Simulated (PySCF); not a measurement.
# C8H16N2: the cost of one run

Programs: PySCF 2.14.0, with routines of our own; each step states its level. All values are computed. Atoms count from 0.

## Step 1: The starting structure

26 atoms, charge 0, multiplicity 1; geometry from: GFN2-xTB.

## Step 2: Vibronic structure: TDDFT B3LYP/def2-SV(P)

The job: settings as JSON, then the geometry in Å.

```
{"job": {"kind": "vib", "xc": "B3LYP", "basis": "def2-SV(P)", "tda": false}, "charge": 0, "multiplicity": 1}
C     -3.669768     0.432296    -0.504268
C     -2.741156    -0.673186    -1.009232
N     -1.404464    -0.595829    -0.460241
C     -1.271732    -0.840176     0.960393
N     -0.578420     0.118076    -1.212010
C      0.576005     0.573070    -0.953369
C      1.438378     0.537159     0.277026
C      2.752802     1.332635     0.156656
C      3.561337     0.030873     0.256421
C      2.263233    -0.764545     0.450958
H     -3.222810     1.404603    -0.698113
H     -4.625907     0.378726    -1.017663
H     -3.847086     0.334654     0.564305
H     -2.635739    -0.593294    -2.092230
H     -3.161782    -1.654394    -0.765901
H     -1.470634     0.052185     1.565270
H     -1.988885    -1.612822     1.236273
H     -0.270819    -1.205974     1.179203
H      1.030436     1.050178    -1.815099
H      0.860188     0.803758     1.163256
H      2.924826     2.028145     0.976075
H      2.868133     1.869315    -0.783734
H      4.251256    -0.014294     1.097046
H      4.103049    -0.225369    -0.651777
H      2.069329    -1.517384    -0.311952
H      2.169182    -1.225791     1.433821
```

Level: TDDFT B3LYP/def2-SV(P) vertical-gradient vibronic structure (displaced harmonic oscillators, Condon), gas phase.

Command:

```
OMP_NUM_THREADS=1 python excited_run.py task.json out
```

The driver reads the jobs from task.json and runs them one after another.

**Question.** How long does this first job take on 1 thread of Arm Neoverse V1, shared host, and how much memory does it need?

About 66 s, with a peak of 1.1 GiB.
